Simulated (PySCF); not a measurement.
# IF: bond curves at several levels of theory

The task here is to estimate one member of a computed series from the others.

Computed with PySCF 2.14.0. Level: I def2-SVP with ECP28, F def2-SVP, scalar-relativistic core potentials.

Set-up of the first run:

The job is set up so:

```json
{
  "atoms": "I, F",
  "charge": "0",
  "basis": "I def2-SVP with ECP28, F def2-SVP",
  "Hamiltonian": "scalar-relativistic core potentials",
  "basis functions": "40",
  "electrons treated": "34",
  "masses in u": "126.9045, 18.9984",
  "levels": "PBE0, PBE, r²SCAN, MN15, PW91, B3LYP, HF, MP2, SCS-MP2, CCSD, CCSD(T)",
  "grid": "80 radial by 434 angular points",
  "occupations": "held fixed by the projection of orbital angular momentum",
  "dissociation limit": "I + F, each in its ground configuration",
  "starting distance in angstrom": "1.925",
  "values of 2S to try": "0, 2"
}
```

On the command line:

```console
OMP_NUM_THREADS=1 python dia.py task.json out
```

Among the steps run: Input; The PBE0 curve of the state that the search chose; Higher solutions at PBE0; PBE; r²SCAN (meta-GGA); MN15; PW91; B3LYP (global hybrid GGA); RHF; Adding correlation.

One of the session's tables, all rows but one given; the rest of the session is left out.

Energy (eV) from each level's lowest point:

| R (Å) | RHF | RHF-MP2 | RHF-SCS-MP2 | RHF-CCSD | RHF-CCSD(T) |
| --- | --- | --- | --- | --- | --- |
| 1.675 | 1.211 | 1.477 | 1.499 | n/a | n/a |
| 1.753 | 0.470 | 0.659 | 0.676 | 0.662 | 0.691 |
| 1.831 | 0.101 | 0.211 | 0.222 | 0.214 | 0.233 |
| 1.890 | 0.000 | 0.050 | 0.056 | 0.052 | 0.062 |
| 1.948 | 0.010 | 0.000 | 0.000 | 0.000 | 0.000 |
| 2.006 | 0.102 | 0.032 | 0.025 | 0.029 | 0.018 |
| 2.084 | ? | ? | ? | ? | ? |
| 2.182 | 0.687 | 0.428 | 0.398 | 0.410 | 0.355 |
| 2.299 | 1.203 | 0.812 | 0.764 | 0.777 | 0.680 |
| 2.454 | 1.934 | 1.354 | 1.278 | n/a | n/a |

**Question.** Estimate the row for R (Å) = 2.084.

Worked estimate for «RHF». A straight line through the neighbours (2.006, 0.102) and (2.182, 0.687) gives 0.102 + (0.687 − 0.102) × (2.084 − 2.006) / (2.182 − 2.006) = 0.361; a parabola fitted to 4 rows on both sides gives 0.330.

**Answer.** RHF: 0.319; RHF-MP2: 0.166; RHF-SCS-MP2: 0.150; RHF-CCSD: 0.159; RHF-CCSD(T): 0.130. In «RHF» the line misses by +0.042 and the parabola by +0.011.
